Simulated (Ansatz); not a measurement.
# Pd: the cost of one run

Computed with Ansatz 0.2.0 (DFT r2SCAN, scalar-relativistic, plane waves, PAW, unless a step's input says otherwise).

## (1) The starting structure

It takes space group I4/mmm (No. 139, tetragonal). The conventional cell has a = 2.739 Å, b = 2.739 Å, c = 4.168 Å, α = 90.00°, β = 90.00°, γ = 90.00°. Around Pd (site symmetry 4/mmm) lie 12 Pd at 2.74 to 2.85 Å.

Coordinates:

```xyz
1
Lattice="-1.3697 1.3697 2.0838 1.3697 -1.3697 2.0838 1.3697 1.3697 -2.0838" Properties=species:S:1:pos:R:3 pbc="T T T"
Pd    0.0000    0.0000    0.0000
```

This is candidate A: indium (bct) type (I4/mmm, No. 139).

(A quick probe on a coarse mesh, which set the mesh and smearing, is not shown.)

## (3) A loose first relaxation (candidate A)

The input, input.yaml:

```yaml
crystal:
  lattice:
    - [-1.3696734646, 1.3696734646, 2.0837583665]
    - [1.3696734646, -1.3696734646, 2.0837583665]
    - [1.3696734646, 1.3696734646, -2.0837583665]
  atoms:
    - { symbol: Pd, position: [0.0, 0.0, 0.0] }
basis:
  ecutwfc: 500
kpoints:
  mp_grid: { grid: [8, 8, 8] }
hamiltonian:
  xc: r2scan
scf:
  occupations: { method: gaussian, width: 0.1 }
  lower_state_search: "off"
output:
  forces: true
  stress: true
  eigenvalues: true
relax:
  adjacent_minimum: "off"
  f_tol: 0.04
  max_steps: 70
  cell: { stress_tol: 0.4 }
```

**Question.** How long does this run take on 1 thread of an Arm CPU, shared host, and how much memory does it need?

About 15 s, with a peak of 0.39 GiB.
